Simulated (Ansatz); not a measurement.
**BeGaH (singlet): B2PLYP, RKS PBE0, RPA-PBE over a scan of the angle Ga1–Be2–H3, 6-31G**

How well do these functionals follow the top wave-function level for BeGaH (singlet) over a scan of the angle Ga1–Be2–H3?

Method: 6-31G, all electrons in the functionals, frozen cores in the correlation of double hybrids and RPA; program: Ansatz 0.2.0, Gaussian basis.

The runs, in order: B2PLYP, RKS PBE0, RPA-PBE, at 73.1°; 85.4°; 105.4°; 122.3°; 143.8°; 161.3°; 180.0°.

17 further runs of the same task are left out: 14 that didn't finish, 3 set aside as unsound or not needed. Runs told in other sessions of the task aren't counted.

## (1) The geometry

The geometry derives from a PBE0/def2-TZVP stationary point (not a proven minimum). One angle is set to the value named; bond lengths are kept. No spin-orbit coupling is included. The filled d shell of Ga may be among the frozen orbitals whatever the setting's name suggests.

3 atoms, charge 0, spin multiplicity 1.

Atoms are counted from 1 here; the program's logs count them from 0.

Bond lengths: Be2–H3 1.359 Å.

Geometry (Å):

```
Ga    0.00000    0.00000    2.13552
Be    0.00000    0.00000   -0.38807
H     0.00000    0.00000   -1.74744
```

No dispersion term is added.

The geometry shown and the zero of energy belong to the point 180.0°. The yardstick, FCI, and other wave-function levels (R restricted, U unrestricted, valence and pair active spaces) come from earlier runs.

## (2) B2PLYP, 73.1°

The input, in.yaml:

```yaml
crystal:
  periodic: [false, false, false]
  atoms:
    - {symbol: Ga, position_ang: [0.240936, 0.000000, 0.199074]}
    - {symbol: Be, position_ang: [-1.786357, 0.000000, -1.303784]}
    - {symbol: H, position_ang: [-0.694324, 0.000000, -2.113321]}
basis:
  gaussian: {orbitals: 6-31G}
magnetization: {spin_polarized: true, initial_magnetization: 0}
hamiltonian: {xc: {name: B2PLYP}}
correlation: {electrons: outside_noble_gas}
```

The run is started by

```console
$ ansatz run in.yaml --threads 1 --pin off --events-out ev --progress --plain --max-ram 2393MiB
```

After this run come: B2PLYP, 85.4°; B2PLYP, 105.4°; B2PLYP, 122.3°; B2PLYP, 143.8°; B2PLYP, 161.3°; B2PLYP, 180.0°; RKS PBE0, 73.1°; RKS PBE0, 85.4°; RKS PBE0, 105.4°; RKS PBE0, 122.3°; RKS PBE0, 143.8°; RKS PBE0, 161.3°; RKS PBE0, 180.0°; RPA-PBE, 73.1°; RPA-PBE, 85.4°; RPA-PBE, 105.4°; RPA-PBE, 122.3°; RPA-PBE, 143.8°; RPA-PBE, 161.3°; RPA-PBE, 180.0°.

Q: Predict the results of all the runs planned. Wanted: span of the FCI curve; largest miss, B2PLYP; largest miss, RKS PBE0; largest miss, RPA-PBE.

As calculated:

```
              quantity                  value
 span of the FCI curve          16.9 kcal/mol
  largest miss, B2PLYP  +4.4 kcal/mol (73.1°)
largest miss, RKS PBE0  +3.6 kcal/mol (73.1°)
 largest miss, RPA-PBE  +1.9 kcal/mol (73.1°)
```

In words: Of the functionals, RPA-PBE keep the smallest largest miss at the points compared (at most 1.9 kcal/mol) and B2PLYP strays most (4.4 kcal/mol, at 73.1°). B2PLYP, RPA-PBE clearly break the spin symmetry at some points (⟨S²⟩ up to 0.55 above the pure value), so energy there is bought with a mixed spin. Functionals and the yardstick converge differently with the basis, so part of each miss in 6-31G is the basis.
